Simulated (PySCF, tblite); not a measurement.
**C₆H₈B₂: geometry, infrared bands and NMR shifts**

What infrared bands and NMR shifts should C₆H₈B₂ (`BBC1=C(C#CC)C1`) show?

Programs: tblite 0.8.0 and PySCF 2.14.0, with density-fitted response routines of our own. Each step states its level of theory. These are calculated values for one molecule in the gas phase, unless marked as measured. Atoms count from 0, in the outputs and in this text.

## 1. The starting structure

16 atoms, charge 0, multiplicity 1; geometry from: force field or distance geometry start.

Bonds of the start (Å): B0–B1 1.66, B1–C2 1.56, C2–C3 1.44, C3–C4 1.44, C4–C5 1.20, C5–C6 1.47, C3–C7 1.38, C7–C2 1.40, B0–H8 1.18, B0–H9 1.19, B1–H10 1.18, C6–H11 1.11, C6–H12 1.10, C6–H13 1.11, C7–H14 1.11, C7–H15 1.10.

## 2. Optimising the geometry with GFN2-xTB

The job: settings as JSON, then the geometry in Å.

```
{"job": {"kind": "relax", "xc": "GFN2-xTB", "basis": "xTB"}, "charge": 0, "multiplicity": 1}
B     -2.916000    -0.724300     1.009300
B     -2.702000    -0.517100    -0.628100
C     -1.274900    -0.177000    -1.166900
C      0.117800     0.108300    -0.960600
C      1.235600     0.251100    -0.059300
C      2.170400     0.379700     0.675600
C      3.315400     0.538200     1.579200
C     -0.421400     0.110700    -2.232300
H     -2.010400    -0.603200     1.755800
H     -4.001400    -0.986800     1.432200
H     -3.609800    -0.645100    -1.363100
H      4.053400    -0.267800     1.384700
H      3.780400     1.527500     1.428900
H      2.969700     0.460300     2.630700
H     -0.157900    -0.772100    -2.842600
H     -0.556600     1.121800    -2.654800
```

Command:

```bash
OMP_NUM_THREADS=1 python probes_run.py task.json out
```

One launch serves the whole session: the jobs run in the order shown.

**Question.** This job is followed by: GFN2-xTB harmonic vibrations, gas phase; GIAO PBE0/pcSseg-1 NMR shielding, non-relativistic, gas phase. What will the session give for the following? strongest single infrared mode (GFN2-xTB); zero-point energy (GFN2-xTB); ¹³C shifts against TMS (PBE0/pcSseg-1); ¹H shifts against TMS (PBE0/pcSseg-1, means over atoms taken as alike); ¹¹B shifts against BF3·OEt2 (PBE0/pcSseg-1).

The runs gave:

```
                                                              quantity                                     value
                             strongest single infrared mode (GFN2-xTB)                     2537 cm⁻¹, 179 km/mol
                                          zero-point energy (GFN2-xTB)                             71.6 kcal/mol
                                ¹³C shifts against TMS (PBE0/pcSseg-1)  140.5, 130.9, 130.2, 78.3, 22.0, 7.8 ppm
¹H shifts against TMS (PBE0/pcSseg-1, means over atoms taken as alike)                9.93, 8.69, 2.53, 1.68 ppm
                           ¹¹B shifts against BF3·OEt2 (PBE0/pcSseg-1)                           104.5, 83.3 ppm
```

The optimisation took 163 steps and gained 1.479 eV; among the close pairs (by a distance rule), C2–C7 changed most, from 1.395 to 1.520 Å. The lowest mode is imaginary (28i cm⁻¹), so the xTB geometry is not a minimum. The strongest single mode, at 2537 cm⁻¹, moves mainly H10. Unscaled tight-binding wavenumbers are off by several per cent, some by more. Its intensities can rank the bands wrongly. At PBE0/pcSseg-1: The largest span, 283 ppm, is at C3, where the paramagnetic term is -211 ppm.
